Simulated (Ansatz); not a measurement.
# H₂Se₂O (SMILES O[Se][SeH]): single points off equilibrium

An exercise on one series of results from a longer session: the logs are not shown, and one member is left open.

Program: Ansatz 0.2.0, Gaussian basis. Level of theory: single points in def2-TZVPP. These are calculated values, not measurements.

Cores are frozen in the correlated methods. Filled d shells of the heavier atoms are correlated.

**Starting geometry**

SMILES `O[Se][SeH]`, 5 atoms, charge 0, spin multiplicity 1.

Atoms are counted from 1 here; the program's logs count them from 0.

Bond lengths: O1–Se2 1.710 Å, O1–H4 1.020 Å, Se2–Se3 2.276 Å, Se3–H5 1.351 Å. Angles: Se2–O1–H4 108.9°, O1–Se2–Se3 101.2°, Se2–Se3–H5 94.1°.

Coordinates:

```xyz
5

O    -1.23100   -0.06430   -0.79820
Se   -0.33420   -1.05830    0.26540
Se    1.32870    0.36090    0.89840
H    -1.87380    0.50950   -0.25210
H     2.10930    0.07470   -0.16680
```

The first run:

File run/in.yaml:

```yaml
crystal:
  periodic: [false, false, false]
  atoms:
    - {symbol: O, position_ang: [-1.231000, -0.064300, -0.798200]}
    - {symbol: Se, position_ang: [-0.334200, -1.058300, 0.265400]}
    - {symbol: Se, position_ang: [1.328700, 0.360900, 0.898400]}
    - {symbol: H, position_ang: [-1.873800, 0.509500, -0.252100]}
    - {symbol: H, position_ang: [2.109300, 0.074700, -0.166800]}
basis:
  gaussian: {orbitals: def2-TZVPP}
correlation: {method: ccsd_t}
output: {forces: true}
```

The command line of these runs was not kept.

Steps of the session up to this table: CCSD(T)/def2-TZVPP; PBE0-D4/def2-TZVPP; wB97M-V/def2-TZVPP; r2SCAN-D4/def2-TZVPP; PBE-D4/def2-TZVPP; HSE06-D4/def2-TZVPP; wB97X-V/def2-TZVPP.

One table of the session follows, with a row left open; its other results are not shown here.

```
   method  RMS force component (eV/Å)  angle to CCSD(T) forces (°)  dipole (D)
  CCSD(T)                       1.864                    reference        0.82
  PBE0-D4                       1.874                          3.8        0.85
  wB97M-V                       1.856                          2.5        0.84
r2SCAN-D4                       1.887                          2.1        0.86
   PBE-D4                       1.991                          8.1        0.86
 HSE06-D4                       1.873                          3.8        0.85
  wB97X-V                           ?                            ?           ?
```

**Question.** Estimate the row for wB97X-V.

**Answer.** RMS force component (eV/Å): 1.850; angle to CCSD(T) forces (°): 3.7; dipole (D): 0.82. In the column «RMS force component (eV/Å)» it is the lowest.
